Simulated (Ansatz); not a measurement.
Runs of Ansatz 0.2.0 on MoPt. The cell holds a sheet with vacuum, 2 atoms: a = 3.551 Å, b = 3.551 Å, c = 23.800 Å, α = 90.00°, β = 90.00°, γ = 90.00°. The cell was built by a generator and needn't be a form met in nature.

```csv
task,level,cutoff (eV),basis error allowed,gap on the mesh (eV),work function (eV)
work function,PBEsol,295,0.002 eV/atom,none,(a)
projected density of states,PBE,295,0.002 eV/atom,-,5.00
single point,PBE,318,0.001 eV/atom,none,-
work function,LDA,295,0.002 eV/atom,none,5.35
```

Alike in all rows: potentials or basis all-electron LAPW, scalar-relativistic; no spin polarisation; cell as given; k mesh 8 × 8 × 1; smearing fermi-dirac 0.05 eV.

**Question.** Estimate the missing entries.

**Answer.** (a) 5.12.

A k mesh can miss the band edges, and the runs leave out spin-orbit coupling on Mo, Pt.

A gap of «none» marks a metal or a gap under the smearing width.

Not every run made on this cell is shown here.
